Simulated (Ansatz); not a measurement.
# FeIr: how the settings move a single-point run

Question: which choices in the input matter for FeIr?

Method: reference: DFT, LDA, PAW with Ansatz's default frozen-core files, scalar-relativistic, in Ansatz 0.2.0.

### 1 The starting structure

It takes space group R-3m (No. 166, trigonal). The conventional cell has a = 2.717 Å, b = 2.717 Å, c = 12.749 Å, α = 90.00°, β = 90.00°, γ = 120.00°. Fe (site symmetry -3m) has 6 Ir at 2.64 Å and 6 Fe at 2.72 Å in its first shell of neighbours. Ir (site symmetry -3m) is surrounded by 6 Fe at 2.64 Å and 6 Ir at 2.72 Å.

Coordinates:

```xyz
2
Lattice="1.3584 0.7843 4.2498 -1.3584 0.7843 4.2498 0.0000 -1.5686 4.2498" Properties=species:S:1:pos:R:3 pbc="T T T"
Fe    0.0000    0.0000    0.0000
Ir    0.0000    0.0000    6.3747
```

### 2 The reference run

Input file input.yaml:

```yaml
crystal:
  lattice:
    - [1.3584259545, 0.7842875905, 4.2497758083]
    - [-1.3584259545, 0.7842875905, 4.2497758083]
    - [0.0, -1.568575181, 4.2497758083]
  atoms:
    - { symbol: Fe, position: [0.0, 0.0, 0.0], spin: 2.4, spin_axis: [1.0, 0.0, 0.0] }
    - { symbol: Ir, position: [0.5, 0.5, 0.5] }
magnetization:
  noncollinear: true
  spin_spiral: { q: [0.1666666667, 0.0, 0.1666666667] }
kpoints:
  mp_grid: { grid: [12, 12, 12] }
scf:
  occupations: { method: fermi_dirac, width: 0.05 }
  lower_state_search: "off"
hamiltonian:
  xc: lda
  pseudopotentials: { kind: paw }
output:
  eigenvalues: false
```

Launch:

```bash
$ ansatz run input.yaml --threads 2 --pin off --max-ram 5120MiB --backend cpu --events-out ev --progress --plain --runs-dir out
```

The main lines of its log:

```text
[...]
Basis set: ecut = 420 eV, 537 PW (Γ), FFT grids on a1−a3, a2−a3, a3
[...]
k-points: 476 of 1728
[...]
SCF iter   1: F=—  HF=-16083.613688 eV  |F-HF|=—  |Δ(HF+E_count)|=         —  Δρ=9.64e-2  dr2=5.30e0  dr2_m=1.58e-1  ethr=3.10e-3  |M|=1.87e0 ∫|m|=1.99e0 μB  |m|>n=0.0e0 m-floor=0.0e0 τ_xc=5.6e-18  β_m=0.30  ⟨swp⟩=6.4  Hψ=76044  notcnv=0  defer=2
preconditioner: auto → none  [metal: Δε(μ)=0.001 eV  Ē_g=6.566 eV  σ=0.050 eV  W_gap=0.01  n_scr=8 (ndim 8)  ℏωp=29.4 eV  f_vac=0.000  D(μ)=2.83/eV (n_scr^D=28)]
SCF iter   2: F=—  HF=-16086.910193 eV  |F-HF|=—  |Δ(HF+E_count)|=    3.30e0  Δρ=3.59e-1  dr2=4.93e1  dr2_m=4.01e-2  ethr=3.10e-3  |M|=2.29e0 ∫|m|=2.37e0 μB  |m|>n=0.0e0 m-floor=0.0e0 τ_xc=4.4e-18  β_m=1.00  ⟨swp⟩=3.6  Hψ=41867  notcnv=0  defer=562
[...]
SCF iter  15: F=-16083.177565 eV  HF=-16083.177565 eV  |F-HF|=4.45e-9  |Δ(HF+E_count)|=   2.60e-7  Δρ=2.78e-5  dr2=1.84e-8  dr2_m=5.00e-8  ethr=3.03e-10  |M|=2.48e0 ∫|m|=2.63e0 μB  |m|>n=0.0e0 m-floor=0.0e0 τ_xc=5.3e-18  β_m=0.64  ⟨swp⟩=2.4  Hψ=57990  notcnv=0
SCF iter  16: F=-16083.177565 eV  HF=-16083.177565 eV  |F-HF|=2.05e-9  |Δ(HF+E_count)|=   2.24e-8  Δρ=1.08e-5  dr2=1.14e-9  dr2_m=7.53e-9  ethr=5.58e-11  |M|=2.48e0 ∫|m|=2.63e0 μB  |m|>n=0.0e0 m-floor=0.0e0 τ_xc=5.2e-18  ⟨swp⟩=2.0  Hψ=50752  notcnv=0
[...]
SCF converged after 16 iterations
Magnetization: |M| = 2.4781 μB,  M = (+2.4781, -0.0000, +0.0000) μB
[...]
Free energy (F): -16083.177565 eV
[...]
E sigma→0 (E₀):  -16083.166705 eV
[...]
Fermi energy:    20.537956 eV
[...]
```

Wall time 2.1 min (2 threads of Arm Neoverse V2, shared host); peak memory 1.1 GiB.

### 3 Variant: mp_grid.grid [6, 6, 6]

input.yaml, as its differences from that of step 2:

```diff
@@ -12,3 +12,3 @@
 kpoints:
-  mp_grid: { grid: [12, 12, 12] }
+  mp_grid: { grid: [6, 6, 6] }
 scf:
```

Launch:

```bash
$ ansatz run input.yaml --threads 2 --pin off --max-ram 5120MiB --backend cpu --events-out ev --progress --plain --runs-dir out
```

Output:

```text
settings of this run that can trade accuracy for cost: output.eigenvalues: false. Do not mix this run's numbers with those of runs without the same settings; the input reference describes each key
basis.fft_grid_basis auto: the FFT boxes are laid along the combinations [[1, 0, -1], [0, 1, -1], [0, 0, 1]] of the cell's own vectors, 2.717, 2.717 and 4.530 Å long. The dense box has 24×24×36 points. Along the cell's own vectors, as sized, it would have 36×36×36, 2.25 times as many. basis.fft_grid_basis: typed keeps the cell's own vectors: state it where this run's energies or levels are differenced outside the engine with another run's, or held beside a run that keeps those vectors.
Engine: ansatz 0.2.0
Pseudopotentials: kind: paw
Pseudopotential: Fe, paw, valence charge 16, recommended cutoff 420 eV (normal)
Pseudopotential: Ir, paw, valence charge 17, recommended cutoff 420 eV (normal)
Functional definition: SPW92
  exchange = slater_x
  correlation = pw_c
Crystal: 2 atoms, lattice volume = 27.166 Å³
Basis set: ecut = 420 eV, 537 PW (Γ), FFT grids on a1−a3, a2−a3, a3
Bands: 42, of which v1, the nominal top of the filled ones, is band 33 counted from 1 (32 counted from 0)
Symmetry: 2 space group operations
k-points: 68 of 216
Spin spiral: q = (0.1666666667, 0, 0.1666666667) of the reciprocal vectors; moments are told in the frame that turns with it, a site's in that at the site
Non-local potential: Fe, projectors of the file, l = 0: 3, l = 1: 2, l = 2: 3, l = 3: 1
Non-local potential: Ir, projectors of the file, l = 0: 3, l = 1: 2, l = 2: 2, l = 3: 1
PAW form: soft (Blöchl's): semilocal exchange-correlation on the pseudo side does not see the compensation charge
PAW frozen core: Fe, regenerated for the run's functional, and the local potential with it (the file was generated under x = pbe(κ = 0.804, μ = 0.2195149727645171), c = pbe(β = 0.06672455060314922))
PAW frozen core: Ir, regenerated for the run's functional, and the local potential with it (the file was generated under x = pbe(κ = 0.804, μ = 0.2195149727645171), c = pbe(β = 0.06672455060314922))
PAW one-centre angular grid: Fe, 590 points (default); XC on 64 Gauss nodes
PAW one-centre angular grid: Ir, 590 points (default); XC on 64 Gauss nodes
Initial density: superposition of atomic densities (chi_scale 0.1, normalization cell)
Starting moments: Σ|m| = 2.4 μB on 1 of 2 sites
Initial wavefunctions: pseudopotential atomic-orbital guess
Functional: x = slater, c = lda
SCF iter   1: F=—  HF=-16083.629831 eV  |F-HF|=—  |Δ(HF+E_count)|=         —  Δρ=9.58e-2  dr2=5.22e0  dr2_m=1.72e-1  ethr=3.10e-3  |M|=1.84e0 ∫|m|=1.97e0 μB  |m|>n=0.0e0 m-floor=0.0e0 τ_xc=5.6e-18  β_m=0.30  ⟨swp⟩=6.4  Hψ=10923  notcnv=0
preconditioner: auto → none  [metal: Δε(μ)=0.007 eV  Ē_g=6.571 eV  σ=0.050 eV  W_gap=0.04  n_scr=8 (ndim 8)  ℏωp=29.4 eV  f_vac=0.000  D(μ)=2.68/eV (n_scr^D=28)]
SCF iter   2: F=—  HF=-16086.860036 eV  |F-HF|=—  |Δ(HF+E_count)|=    3.23e0  Δρ=3.59e-1  dr2=4.94e1  dr2_m=4.06e-2  ethr=3.10e-3  |M|=2.28e0 ∫|m|=2.36e0 μB  |m|>n=0.0e0 m-floor=0.0e0 τ_xc=4.3e-18  β_m=1.00  ⟨swp⟩=3.8  Hψ=6059  notcnv=0  defer=77
SCF iter   3: F=—  HF=-16083.201745 eV  |F-HF|=—  |Δ(HF+E_count)|=    3.66e0  Δρ=3.15e-2  dr2=3.99e-2  dr2_m=6.31e-2  ethr=3.10e-3  |M|=2.24e0 ∫|m|=2.37e0 μB  |m|>n=0.0e0 m-floor=0.0e0 τ_xc=5.1e-18  β_m=1.00  ⟨swp⟩=3.2  Hψ=6121  notcnv=0  defer=93
SCF iter   4: F=—  HF=-16083.175027 eV  |F-HF|=—  |Δ(HF+E_count)|=   2.67e-2  Δρ=1.11e-2  dr2=1.11e-2  dr2_m=4.68e-3  ethr=1.21e-4  |M|=2.26e0 ∫|m|=2.41e0 μB  |m|>n=0.0e0 m-floor=0.0e0 τ_xc=4.8e-18  β_m=1.00  ⟨swp⟩=2.7  Hψ=6112  notcnv=0  defer=73
SCF iter   5: F=—  HF=-16083.175019 eV  |F-HF|=—  |Δ(HF+E_count)|=   7.70e-6  Δρ=7.03e-3  dr2=1.42e-2  dr2_m=1.88e-3  ethr=3.37e-5  |M|=2.30e0 ∫|m|=2.45e0 μB  |m|>n=0.0e0 m-floor=0.0e0 τ_xc=4.7e-18  β_m=1.00  ⟨swp⟩=2.1  Hψ=4505  notcnv=0  defer=73
SCF iter   6: F=—  HF=-16083.182220 eV  |F-HF|=—  |Δ(HF+E_count)|=   7.20e-3  Δρ=3.09e-3  dr2=2.99e-3  dr2_m=4.31e-4  ethr=3.37e-5  |M|=2.30e0 ∫|m|=2.45e0 μB  |m|>n=0.0e0 m-floor=0.0e0 τ_xc=4.8e-18  β_m=1.00  ⟨swp⟩=1.9  Hψ=3344  notcnv=0  defer=73
SCF iter   7: F=—  HF=-16083.188996 eV  |F-HF|=—  |Δ(HF+E_count)|=   6.78e-3  Δρ=3.00e-3  dr2=3.54e-4  dr2_m=7.91e-4  ethr=9.06e-6  |M|=2.32e0 ∫|m|=2.47e0 μB  |m|>n=0.0e0 m-floor=0.0e0 τ_xc=4.7e-18  β_m=1.00  ⟨swp⟩=1.0  Hψ=2784  notcnv=0  defer=73
SCF iter   8: F=—  HF=-16083.191929 eV  |F-HF|=—  |Δ(HF+E_count)|=   2.93e-3  Δρ=2.68e-3  dr2=6.54e-5  dr2_m=6.07e-4  ethr=1.07e-6  |M|=2.33e0 ∫|m|=2.49e0 μB  |m|>n=0.0e0 m-floor=0.0e0 τ_xc=4.7e-18  β_m=1.00  ⟨swp⟩=2.0  Hψ=4894  notcnv=0  defer=73
SCF iter   9: F=—  HF=-16083.193946 eV  |F-HF|=—  |Δ(HF+E_count)|=   2.02e-3  Δρ=1.86e-3  dr2=1.63e-3  dr2_m=1.48e-4  ethr=1.98e-7  |M|=2.34e0 ∫|m|=2.50e0 μB  |m|>n=0.0e0 m-floor=0.0e0 τ_xc=4.8e-18  β_m=0.30  ⟨swp⟩=2.0  Hψ=4976  notcnv=0  defer=73
Mixer restart at iter 9: flushing history
spin-set hold released at iteration 9 (site moments contracting): the magnetisation degrees of freedom join the quasi-Newton model from the next iteration; the mixer history was flushed
SCF iter  10: F=—  HF=-16083.197017 eV  |F-HF|=—  |Δ(HF+E_count)|=   3.07e-3  Δρ=7.21e-3  dr2=2.09e-2  dr2_m=1.76e-3  ethr=1.98e-7  |M|=2.37e0 ∫|m|=2.53e0 μB  |m|>n=0.0e0 m-floor=0.0e0 τ_xc=4.8e-18  β_m=0.22  ⟨swp⟩=3.0  Hψ=6016  notcnv=0  defer=73  recentre
SCF iter  11: F=—  HF=-16083.195745 eV  |F-HF|=—  |Δ(HF+E_count)|=   1.27e-3  Δρ=2.85e-3  dr2=3.19e-3  dr2_m=2.06e-4  ethr=1.98e-7  |M|=2.35e0 ∫|m|=2.51e0 μB  |m|>n=0.0e0 m-floor=0.0e0 τ_xc=4.8e-18  β_m=0.03  ⟨swp⟩=3.0  Hψ=6393  notcnv=0  defer=72
SCF iter  12: F=—  HF=-16083.196196 eV  |F-HF|=—  |Δ(HF+E_count)|=   4.50e-4  Δρ=2.63e-3  dr2=1.97e-5  dr2_m=4.89e-4  ethr=1.98e-7  |M|=2.36e0 ∫|m|=2.52e0 μB  |m|>n=0.0e0 m-floor=0.0e0 τ_xc=5.0e-18  β_m=0.10  ⟨swp⟩=2.0  Hψ=5348  notcnv=0  defer=72
SCF iter  13: F=—  HF=-16083.197355 eV  |F-HF|=—  |Δ(HF+E_count)|=   1.16e-3  Δρ=1.49e-3  dr2=2.09e-4  dr2_m=1.61e-4  ethr=5.95e-8  |M|=2.37e0 ∫|m|=2.54e0 μB  |m|>n=0.0e0 m-floor=0.0e0 τ_xc=4.9e-18  β_m=0.24  ⟨swp⟩=3.0  Hψ=5367  notcnv=0  defer=72
SCF iter  14: F=—  HF=-16083.198242 eV  |F-HF|=—  |Δ(HF+E_count)|=   8.86e-4  Δρ=1.27e-3  dr2=5.94e-5  dr2_m=1.01e-4  ethr=5.95e-8  |M|=2.41e0 ∫|m|=2.58e0 μB  |m|>n=0.0e0 m-floor=0.0e0 τ_xc=5.1e-18  β_m=0.32  ⟨swp⟩=3.0  Hψ=5683  notcnv=0  defer=70
SCF iter  15: F=—  HF=-16083.198276 eV  |F-HF|=—  |Δ(HF+E_count)|=   3.48e-5  Δρ=2.10e-4  dr2=1.86e-6  dr2_m=2.85e-6  ethr=5.95e-8  |M|=2.41e0 ∫|m|=2.58e0 μB  |m|>n=0.0e0 m-floor=0.0e0 τ_xc=5.1e-18  β_m=0.52  ⟨swp⟩=2.0  Hψ=4945  notcnv=0  defer=70
SCF iter  16: F=—  HF=-16083.198277 eV  |F-HF|=—  |Δ(HF+E_count)|=   5.61e-7  Δρ=7.97e-5  dr2=5.90e-7  dr2_m=4.20e-7  ethr=5.65e-9  |M|=2.42e0 ∫|m|=2.58e0 μB  |m|>n=0.0e0 m-floor=0.0e0 τ_xc=5.1e-18  β_m=0.67  ⟨swp⟩=2.0  Hψ=4313  notcnv=0  defer=70
iter 17 did not close the SCF: its close was put off for a magnetic moment that had not settled (scf_convergence_deferred on its scf_iter line)
SCF iter  17: F=-16083.198277 eV  HF=-16083.198277 eV  |F-HF|=9.84e-9  |Δ(HF+E_count)|=   2.04e-7  Δρ=2.25e-5  dr2=3.55e-8  dr2_m=3.27e-8  ethr=3.03e-10  |M|=2.42e0 ∫|m|=2.58e0 μB  |m|>n=0.0e0 m-floor=0.0e0 τ_xc=5.2e-18  β_m=0.70  ⟨swp⟩=2.0  Hψ=8426  notcnv=0
SCF iter  18: F=-16083.198277 eV  HF=-16083.198277 eV  |F-HF|=8.76e-9  |Δ(HF+E_count)|=   1.15e-8  Δρ=5.64e-6  dr2=9.68e-9  dr2_m=6.30e-10  ethr=1.08e-10  |M|=2.42e0 ∫|m|=2.58e0 μB  |m|>n=0.0e0 m-floor=0.0e0 τ_xc=5.0e-18  ⟨swp⟩=2.0  Hψ=7498  notcnv=0
SCF 1 converged in 18 iterations: F = -16083.198277 eV  dr2 = 9.68e-9
SCF converged after 18 iterations
Magnetization: |M| = 2.4160 μB,  M = (+2.4160, +0.0000, +0.0000) μB
Absolute magnetization: 2.5834 μB (∫|m|, with the PAW one-centre terms)
  site 0: m = (+2.3645, +0.0000, +0.0000) μB, |m| = 2.3645 μB  (R = 1.09 Å)
  site 1: m = (+0.1112, +0.0000, +0.0000) μB, |m| = 0.1112 μB  (R = 1.09 Å)
Free energy (F): -16083.198277 eV
Harris-Foulkes:  -16083.198277 eV  (|F-HF|=8.76e-9)
Internal energy: -16083.178156 eV  (E = F + TS)
E sigma→0 (E₀):  -16083.188216 eV
Entropy (-TS):   -0.020121 eV (-10.061 meV/atom)
Fermi energy:    20.550785 eV
--- Per-component energies (eV) ---
  E_band       = -343.953063
  E_kinetic    = 969.516819
  E_local      = -3309.412833  (includes V_loc(G=0)·N_el)
  E_nonlocal   = 303.980335
  E_hartree    = 1339.155637
  E_xc         = -381.956443
  E_vxc        = -449.389802  (∫ρ·V_xc dr)
  E_paw        = -10259.002994  (= ΣΔE_a)
  E_vpaw       = -536.963977  (= ΣTr[D̂ρ^β])
  E_aug_tail   = 0.000910  (compensation charges beyond the density's cutoff)
  E_ewald      = -4746.272725
  E_core_change = 0.813138  (= ΣΔE_core)
  E_smearing   = -0.020121  (= −TS)
  E_closure    = 0.000000  (closes the sum)
  Σ components = -16083.198277   (vs F -16083.198277, Δ=0.00e0)
settings of this run that can trade accuracy for cost: output.eigenvalues: false. Do not mix this run's numbers with those of runs without the same settings; the input reference describes each key
```

It took 21 s on 2 threads of Arm Neoverse V2, shared host; peak memory 0.42 GiB.

Changing the k-point mesh moves the energy by -10.4 meV/atom, and the absolute moment goes from 2.64 to 2.58 μB. The energy is not variational in the mesh, so the sign tells nothing. Cost: 18 SCF cycles against 16, 21 s against 2.1 min. The variant is not converged in its settings.

### 4 Comparison

```tsv
run	ending	energy change	abs. moment (μB)	cycles	time
reference	converged	0	2.64	16	2.1 min
1: mp_grid.grid [6, 6, 6]	converged	-10.4 meV/atom	2.58	18	21 s
```

Residual by cycle in the longest SCF loop of each run; runs are numbered as in the table. The quantity is the density residual dr2, in eV.

```tsv
cycle	reference	run 1
1	5.3	5.22
3	0.0353	0.0399
4	0.0105	0.0111
6	0.00551	0.00299
7	0.0947	3.5e-4
9	5.1e-5	0.00163
10	7.1e-4	0.0209
12	4.5e-5	2.0e-5
13	6.1e-6	2.1e-4
15	1.8e-8	1.9e-6
16	1.1e-9	5.9e-7
18	-	9.7e-9
```

Changing the k-point mesh moves the energy by -10.4 meV/atom, and the absolute moment goes from 2.64 to 2.58 μB. Sampling errors of the energy have no fixed sign. Cost: 18 SCF cycles against 16, 21 s against 2.1 min.
